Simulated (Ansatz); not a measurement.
# VAgSe2: the cost of one run

Method: DFT PBE+U (U_eff = 6 eV on V d), plane waves, PAW, in Ansatz 0.2.0.

6 further runs of the same task are left out: 6 that didn't finish.

### 1 Starting point

It takes space group R-3m (No. 166, trigonal). Conventional cell: a = 3.893 Å, b = 3.893 Å, c = 21.200 Å, α = 90.00°, β = 90.00°, γ = 120.00°. Ag (site symmetry -3m) has 6 Se at 3.09 Å in its first shell of neighbours. Around V (site symmetry -3m) lie 6 Se at 2.65 Å. Se (site symmetry 3m) is surrounded by 3 V at 2.65 Å and 3 Ag at 3.09 Å.

Structure file:

```cif
data_structure
_symmetry_space_group_name_H-M 'R-3m:H'
_symmetry_Int_Tables_number 166
_cell_length_a 3.8930
_cell_length_b 3.8930
_cell_length_c 21.1998
_cell_angle_alpha 90.000
_cell_angle_beta 90.000
_cell_angle_gamma 120.000
_cell_volume 278.25
loop_
_atom_site_label
_atom_site_type_symbol
_atom_site_symmetry_multiplicity
_atom_site_Wyckoff_symbol
_atom_site_fract_x
_atom_site_fract_y
_atom_site_fract_z
_atom_site_occupancy
Ag1 Ag 3 b 0.33333 0.66667 0.16667 1
V1 V 3 a 0.00000 0.00000 0.00000 1
Se1 Se 6 c 0.00000 0.00000 0.26670 1
```

Magnetic order typed: ferromagnetic.

### 2 From atoms, symmetry kept, no search

Input file input.yaml:

```yaml
crystal:
  lattice:
    - [1.94651684, 1.12382202, 7.06659891]
    - [-1.94651684, 1.12382202, 7.06659891]
    - [0.0, -2.24764404, 7.06659891]
  atoms:
    - { symbol: Ag, position: [0.5, 0.5, 0.5] }
    - { symbol: V, position: [0.0, 0.0, 0.0], spin: 2.0 }
    - { symbol: Se, position: [0.2667, 0.2667, 0.2667] }
    - { symbol: Se, position: [0.7333, 0.7333, 0.7333] }
basis:
  ecutwfc: 420
  ecutrho_ratio: 4
kpoints:
  mp_grid: { grid: [6, 6, 6] }
hamiltonian:
  xc: pbe
  hubbard: { sites: [{ site: 1, l: d, u_eff: 6.0 }] }
scf:
  occupations: { method: gaussian, width: 0.05 }
  lower_state_search: "off"
  max_iter: 150
output:
  forces: true
  stress: true
  eigenvalues: true
  populations: true
  hubbard: { sites: [{ site: 1, l: d }] }
magnetization:
  spin_polarized: true
```

Started as:

```
$ ansatz run input.yaml --threads 2 --pin off --max-ram 3072MiB --backend cpu --events-out ev --progress --plain --runs-dir out
```

What time and memory should one allow on 2 threads of Arm Neoverse N1, shared host?

About 28 s, with a peak of 0.59 GiB.
